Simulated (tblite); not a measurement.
# CH9Si3: the cost of one run

Computed with tblite 0.8.0 and PySCF 2.14.0; each step states its level. No surroundings beyond the atoms listed, unless a continuum is named. Atoms count from 0, parts from 1.

## (1) Starting point

13 atoms, charge 0, multiplicity 2; geometry: distance geometry start.

## (2) Relaxing the cluster with GFN2-xTB

What the job is given:

```
{"job": {"kind": "relax", "xc": "GFN2-xTB", "basis": "xTB"}, "charge": 0, "multiplicity": 2}
Si    -0.287029    -0.277488    -1.080125
Si     1.530418    -0.323737     0.221512
Si    -0.329949    -1.737472    -2.735924
C     -1.866921     0.034095    -0.202916
H      2.662224    -0.696276    -0.562827
H      1.315014    -1.296221     1.256066
H      1.745084     0.954189     0.808514
H     -0.669255    -1.070572    -3.923101
H      0.954020    -2.349315    -2.865209
H     -1.295449    -2.736725    -2.447335
H     -2.589753    -0.591644    -0.606504
H     -2.164236     1.034030    -0.331061
H     -1.760277    -0.181143     0.808137
```

Level: GFN2-xTB geometry optimisation, gas phase.

The run is started by

```console
$ OMP_NUM_THREADS=1 python cluster_run.py task.json out
```

One launch serves the whole session: the jobs run in the order shown.

Q: Estimate the wall time of this first job on 1 thread of Arm Neoverse V2, shared host.

About 1.8 s.
